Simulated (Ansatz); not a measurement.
Born–Oppenheimer molecular dynamics of a periodic cell of 16 atoms, WC (start crystal WC, start structure P-6m2, volume 1 times the crystal's). It starts from an unrelaxed structure (largest force component 0.06 eV/Å).

These are results of DFT PBE, scalar-relativistic, plane waves, PAW (Ansatz), not measurements. Settings: accuracy low, PAW set soft_1, cutoff 420 eV, k mesh 2x2x2, fermi-dirac smearing 0.24 eV, no spin polarisation.

* ensemble: NVT, Langevin thermostat
* time step: 1.5 fs
* steps asked: 500
* set temperature: 300 K
* friction: 0.02 /fs
* temperature schedule: 500 steps to 2800 K
* seed: 722392

Frames 15 fs apart, positions in Å, forces in eV/Å.

Velocities at 15.0 fs (Å/ps):

```
W 1.31 -0.26 -1.26
C 3.10 2.75 4.78
W 0.48 -0.61 0.29
C 1.53 5.02 2.64
W 1.11 -1.02 0.00
C 2.56 3.14 -3.15
W -1.30 -1.34 -1.89
C 3.40 -1.16 0.34
W -0.18 0.43 1.25
C -2.24 0.51 2.22
W -0.47 -1.49 0.27
C 1.80 -0.09 4.65
W -0.24 0.02 1.06
C -2.70 0.71 -1.49
W 0.29 0.35 -0.02
C -0.47 -2.56 3.78
```

```xyz
16
Lattice="-2.9059 -5.0332 0.0000 4.3589 -2.5166 0.0000 0.0000 0.0000 5.6753" Properties=species:S:1:pos:R:3:forces:R:3 time_fs=15.0 energy_less_start_eV=0.337 T=142
W 0.012 -5.027 -0.023 -0.75 -0.29 0.75
C 1.389 -4.176 1.391 0.96 -0.14 0.49
W 0.004 -5.049 2.843 -0.12 0.94 -0.28
C 1.473 -4.216 4.314 -0.15 0.21 -1.01
W -1.437 -2.544 -0.003 -0.51 0.37 0.08
C -0.033 -1.658 1.410 0.30 -0.14 0.11
W -1.473 -2.513 2.826 0.32 -0.17 0.18
C -0.006 -1.758 4.227 0.00 1.11 0.55
W 1.455 -2.510 0.016 0.00 0.11 -0.27
C 2.894 -1.603 1.455 -0.04 -1.20 -0.79
W 1.439 -2.531 2.849 0.13 0.10 -0.43
C 2.863 -1.649 4.220 0.76 -0.83 0.77
W -0.003 0.002 0.011 -0.12 -0.08 -0.62
C -1.481 -4.185 1.449 0.27 -0.06 -0.69
W 0.009 0.007 2.839 -0.80 -0.57 0.10
C -1.447 -4.241 4.200 -0.26 0.62 1.05
16
Lattice="-2.9059 -5.0332 0.0000 4.3589 -2.5166 0.0000 0.0000 0.0000 5.6753" Properties=species:S:1:pos:R:3:forces:R:3 time_fs=30.0 energy_less_start_eV=0.441 T=241
W 0.031 -5.033 -0.027 -0.30 -0.07 1.27
C 1.483 -4.145 1.462 -0.73 -1.03 -0.85
W 0.020 -5.062 2.849 -0.64 0.61 -0.35
C 1.507 -4.182 4.280 -0.63 -0.44 -0.10
W -1.418 -2.563 -0.011 -0.55 1.64 0.07
C 0.026 -1.672 1.402 -0.67 -0.04 0.51
W -1.494 -2.532 2.804 1.69 0.07 1.12
C 0.033 -1.722 4.251 -0.52 0.52 0.05
W 1.461 -2.509 0.044 0.50 -0.44 -1.30
C 2.917 -1.681 1.440 -0.24 0.24 -0.06
W 1.425 -2.557 2.850 1.17 1.26 0.35
C 2.944 -1.706 4.299 -0.58 0.26 -0.67
W -0.003 0.005 0.006 0.40 -0.74 -0.30
C -1.512 -4.158 1.387 1.07 -0.83 0.65
W 0.010 0.007 2.826 0.05 -0.70 0.64
C -1.441 -4.200 4.302 -0.03 -0.31 -1.03
16
Lattice="-2.9059 -5.0332 0.0000 4.3589 -2.5166 0.0000 0.0000 0.0000 5.6753" Properties=species:S:1:pos:R:3:forces:R:3 time_fs=45.0 energy_less_start_eV=0.590 T=264
W 0.038 -5.036 -0.025 -0.09 -0.35 0.68
C 1.473 -4.186 1.470 -0.30 -0.40 -1.14
W 0.051 -5.070 2.841 -1.50 0.33 0.03
C 1.464 -4.173 4.226 0.06 -0.53 1.00
W -1.402 -2.590 -0.034 -0.98 2.11 0.91
C 0.003 -1.703 1.451 -0.20 0.20 -0.39
W -1.500 -2.530 2.790 2.14 -0.29 1.53
C 0.007 -1.649 4.288 -0.01 -0.70 -0.53
W 1.477 -2.509 0.077 -0.30 -0.71 -2.27
C 2.916 -1.688 1.426 0.11 0.03 0.25
W 1.431 -2.554 2.856 0.87 1.25 0.36
C 2.944 -1.756 4.304 -0.76 1.07 -0.75
W -0.009 -0.004 -0.005 1.06 -0.66 0.47
C -1.402 -4.220 1.419 -0.38 -0.03 -0.05
W 0.020 -0.004 2.806 0.08 -0.56 1.10
C -1.452 -4.183 4.303 0.20 -0.75 -1.21
16
Lattice="-2.9059 -5.0332 0.0000 4.3589 -2.5166 0.0000 0.0000 0.0000 5.6753" Properties=species:S:1:pos:R:3:forces:R:3 time_fs=60.0 energy_less_start_eV=0.762 T=273
W 0.036 -5.045 -0.001 -0.90 -0.63 -0.53
C 1.442 -4.268 1.372 0.70 0.87 0.61
W 0.043 -5.056 2.830 -0.83 0.25 0.45
C 1.415 -4.201 4.315 1.09 0.07 -0.96
W -1.394 -2.601 -0.044 -1.50 1.01 0.47
C -0.022 -1.704 1.392 0.28 0.10 0.33
W -1.497 -2.529 2.772 1.62 -0.36 1.76
C -0.038 -1.708 4.252 0.58 0.28 -0.35
W 1.506 -2.503 0.083 -1.51 -0.95 -2.88
C 2.840 -1.658 1.444 1.62 -0.57 -0.15
W 1.451 -2.525 2.852 -0.44 -0.47 0.16
C 2.858 -1.685 4.215 0.89 -0.24 0.80
W -0.019 -0.042 -0.009 0.84 0.45 -0.34
C -1.374 -4.242 1.457 -1.12 0.33 -1.16
W 0.032 -0.017 2.794 -1.08 -0.49 1.03
C -1.442 -4.244 4.192 -0.25 0.34 0.76
16
Lattice="-2.9059 -5.0332 0.0000 4.3589 -2.5166 0.0000 0.0000 0.0000 5.6753" Properties=species:S:1:pos:R:3:forces:R:3 time_fs=75.0 energy_less_start_eV=0.727 T=345
W 0.029 -5.049 0.009 -0.23 -0.20 -0.20
C 1.478 -4.251 1.395 -0.27 0.79 0.17
W 0.034 -5.035 2.834 -0.43 -0.11 0.24
C 1.505 -4.242 4.342 -0.51 0.79 -1.30
W -1.390 -2.610 -0.050 -1.31 1.26 0.90
C 0.001 -1.684 1.417 -0.05 -0.66 -0.26
W -1.494 -2.523 2.770 1.26 -0.90 1.71
C -0.041 -1.697 4.179 0.68 -0.19 1.09
W 1.505 -2.492 0.066 -0.89 -1.26 -2.29
C 2.907 -1.701 1.444 0.22 0.33 -0.03
W 1.446 -2.499 2.854 0.77 -1.21 0.17
C 2.961 -1.636 4.256 -0.81 -0.87 0.02
W -0.043 -0.070 -0.006 1.38 0.89 -0.46
C -1.496 -4.241 1.444 0.92 0.14 -0.90
W 0.031 -0.053 2.803 -1.25 0.99 1.12
C -1.479 -4.252 4.241 0.51 0.21 0.03
16
Lattice="-2.9059 -5.0332 0.0000 4.3589 -2.5166 0.0000 0.0000 0.0000 5.6753" Properties=species:S:1:pos:R:3:forces:R:3 time_fs=90.0 energy_less_start_eV=0.818 T=366
W 0.032 -5.057 -0.002 0.39 0.09 -0.11
C 1.468 -4.122 1.406 -0.10 -1.27 0.13
W 0.005 -5.000 2.847 0.70 -0.89 0.21
C 1.547 -4.171 4.226 -1.15 -0.42 0.67
W -1.385 -2.614 -0.038 -1.93 1.75 0.52
C -0.005 -1.692 1.394 -0.14 -0.52 0.51
W -1.484 -2.548 2.775 0.76 0.06 1.26
C 0.016 -1.672 4.267 -0.16 -1.00 -0.26
W 1.485 -2.488 0.043 0.24 -1.00 -1.48
C 2.933 -1.649 1.520 -0.33 -0.35 -1.30
W 1.441 -2.492 2.851 1.22 -0.89 0.20
C 2.988 -1.737 4.281 -1.36 0.92 -0.34
W -0.049 -0.081 0.010 1.60 1.46 0.02
C -1.444 -4.261 1.404 -0.17 0.40 0.09
W 0.024 -0.084 2.822 -0.64 1.84 0.61
C -1.508 -4.243 4.290 1.06 -0.17 -0.74
16
Lattice="-2.9059 -5.0332 0.0000 4.3589 -2.5166 0.0000 0.0000 0.0000 5.6753" Properties=species:S:1:pos:R:3:forces:R:3 time_fs=105.0 energy_less_start_eV=1.050 T=297
W 0.028 -5.090 -0.020 0.23 0.66 0.12
C 1.415 -4.194 1.403 0.68 -0.11 0.13
W -0.017 -4.988 2.851 1.39 -1.77 -0.52
C 1.429 -4.101 4.244 0.61 -1.90 0.20
W -1.383 -2.590 -0.025 -2.78 0.29 0.12
C -0.053 -1.729 1.422 0.56 0.26 0.34
W -1.494 -2.571 2.779 0.45 0.53 1.72
C 0.046 -1.786 4.372 -1.03 1.25 -2.33
W 1.460 -2.498 0.027 0.81 -1.39 -0.02
C 2.919 -1.625 1.472 0.03 -1.17 -0.44
W 1.443 -2.495 2.831 0.52 -1.02 0.10
C 2.890 -1.746 4.243 0.61 0.52 0.24
W -0.049 -0.093 0.029 1.49 1.58 -0.57
C -1.367 -4.240 1.368 -1.59 0.06 0.58
W 0.027 -0.088 2.847 -1.06 1.28 0.04
C -1.424 -4.293 4.249 -0.92 0.92 0.31
16
Lattice="-2.9059 -5.0332 0.0000 4.3589 -2.5166 0.0000 0.0000 0.0000 5.6753" Properties=species:S:1:pos:R:3:forces:R:3 time_fs=120.0 energy_less_start_eV=0.711 T=530
W 0.018 -5.122 0.001 -0.89 1.48 0.57
C 1.437 -4.253 1.438 -0.21 0.63 -0.41
W -0.018 -5.014 2.861 0.39 -1.09 -0.69
C 1.413 -4.242 4.343 0.78 0.33 -1.25
W -1.394 -2.587 -0.009 -2.46 0.44 0.53
C 0.000 -1.702 1.458 -0.42 -0.42 -0.37
W -1.520 -2.569 2.803 1.27 0.69 1.37
C -0.059 -1.786 4.263 1.01 1.13 -0.35
W 1.435 -2.525 0.011 0.54 -1.15 -0.44
C 2.851 -1.699 1.428 0.88 -0.02 0.10
W 1.466 -2.505 2.817 -0.51 -1.50 1.33
C 2.920 -1.683 4.233 -0.28 -0.59 0.42
W -0.048 -0.087 0.043 0.87 1.18 -1.35
C -1.535 -4.199 1.429 1.08 -0.77 -0.27
W 0.028 -0.057 2.856 -1.46 0.59 0.25
C -1.435 -4.189 4.244 -0.59 -0.94 0.56
16
Lattice="-2.9059 -5.0332 0.0000 4.3589 -2.5166 0.0000 0.0000 0.0000 5.6753" Properties=species:S:1:pos:R:3:forces:R:3 time_fs=135.0 energy_less_start_eV=0.946 T=440
W 0.019 -5.147 0.024 -1.67 2.11 0.12
C 1.380 -4.229 1.393 0.96 -0.08 0.75
W -0.027 -5.045 2.879 0.13 -0.25 -0.64
C 1.447 -4.312 4.367 -0.31 1.17 -1.57
W -1.435 -2.590 0.008 -0.65 0.37 0.42
C 0.016 -1.735 1.486 -0.67 0.15 -1.06
W -1.540 -2.567 2.849 1.62 0.50 -0.05
C -0.019 -1.691 4.148 0.06 -0.91 1.97
W 1.422 -2.547 -0.009 0.33 -0.71 0.06
C 2.951 -1.730 1.406 -1.15 0.33 0.64
W 1.502 -2.517 2.795 -1.55 -1.32 1.51
C 2.850 -1.693 4.280 0.66 -0.57 -0.29
W -0.049 -0.080 0.055 1.08 0.18 -1.57
C -1.561 -4.200 1.476 1.48 -0.62 -0.90
W 0.007 -0.030 2.867 -1.23 -0.17 -0.19
C -1.534 -4.228 4.256 0.90 -0.18 0.80
16
Lattice="-2.9059 -5.0332 0.0000 4.3589 -2.5166 0.0000 0.0000 0.0000 5.6753" Properties=species:S:1:pos:R:3:forces:R:3 time_fs=150.0 energy_less_start_eV=0.910 T=637
W -0.002 -5.148 0.029 -0.94 1.83 -0.16
C 1.454 -4.283 1.390 -0.39 0.48 0.68
W -0.042 -5.044 2.892 -0.16 -0.57 -0.79
C 1.358 -4.214 4.242 0.84 -0.23 0.47
W -1.464 -2.581 0.048 -0.27 -0.16 -1.00
C -0.011 -1.820 1.404 -0.06 1.21 0.84
W -1.561 -2.569 2.897 2.55 -0.33 -0.71
C 0.015 -1.735 4.267 -1.06 0.22 -0.33
W 1.414 -2.578 -0.036 0.41 -0.30 1.02
C 2.867 -1.716 1.444 0.82 0.01 -0.44
W 1.531 -2.541 2.783 -3.53 -0.78 1.77
C 2.857 -1.731 4.280 0.38 0.13 -0.17
W -0.049 -0.070 0.059 0.62 -0.37 -0.60
C -1.404 -4.238 1.432 -1.28 -0.17 0.45
W -0.038 -0.017 2.861 0.79 -1.32 0.02
C -1.586 -4.261 4.359 1.29 0.36 -1.05
16
Lattice="-2.9059 -5.0332 0.0000 4.3589 -2.5166 0.0000 0.0000 0.0000 5.6753" Properties=species:S:1:pos:R:3:forces:R:3 time_fs=165.0 energy_less_start_eV=1.571 T=835
W -0.031 -5.140 0.014 -0.12 2.04 -0.12
C 1.429 -4.286 1.457 -0.11 0.63 -0.44
W -0.059 -5.027 2.868 1.28 -1.62 0.97
C 1.411 -4.178 4.195 -0.39 -0.88 1.51
W -1.474 -2.563 0.089 -0.25 -0.98 -0.23
C 0.019 -1.743 1.456 -0.83 -0.02 0.07
W -1.566 -2.584 2.958 2.69 0.19 -2.20
C -0.101 -1.789 4.357 0.73 1.25 -1.17
W 1.397 -2.626 -0.064 0.59 1.54 2.11
C 2.876 -1.643 1.389 0.03 -1.60 0.74
W 1.514 -2.555 2.787 -2.94 0.35 1.08
C 2.912 -1.706 4.234 -0.88 -0.20 0.80
W -0.050 -0.047 0.072 0.97 -0.63 -1.39
C -1.402 -4.284 1.615 -2.31 1.34 -3.08
W -0.101 -0.027 2.833 2.28 -1.26 1.46
C -1.486 -4.241 4.348 -0.74 -0.14 -0.11
16
Lattice="-2.9059 -5.0332 0.0000 4.3589 -2.5166 0.0000 0.0000 0.0000 5.6753" Properties=species:S:1:pos:R:3:forces:R:3 time_fs=180.0 energy_less_start_eV=2.013 T=859
W -0.095 -5.096 0.005 0.80 0.91 1.05
C 1.405 -4.215 1.521 -0.08 -0.52 -1.22
W -0.056 -4.991 2.860 -0.85 -2.14 -0.01
C 1.499 -4.273 4.341 -2.21 0.37 -0.40
W -1.450 -2.546 0.120 -1.61 -0.63 -0.70
C -0.068 -1.713 1.513 0.06 -0.46 -0.52
W -1.566 -2.591 3.015 1.42 0.82 -4.55
C -0.167 -1.630 4.304 1.93 -1.23 0.10
W 1.415 -2.649 -0.084 -0.74 2.65 3.30
C 2.870 -1.722 1.348 -1.40 0.31 1.27
W 1.435 -2.560 2.814 -1.38 1.00 1.12
C 2.811 -1.666 4.309 0.47 -0.51 -1.03
W -0.035 -0.037 0.081 -1.42 -0.41 -2.85
C -1.702 -4.218 1.445 3.21 0.15 1.02
W -0.160 -0.051 2.831 1.92 0.59 2.00
C -1.535 -4.218 4.250 -0.11 -0.90 1.41
```

Of the whole run (750 fs, mean temperature of the second half 2057 K): The schedule's set-point averaged 2175 K over the second half and the system 2057 K. A run of 0.75 ps of so small a system gives no equilibrium averages. Limits of this set-up: coarse k mesh, low accuracy level.

The run took 36 min on 1 thread of Intel(R) Xeon(R) Platinum 8488C (Sapphire Rapids), with other jobs on the host, peak memory 0.58 GiB.
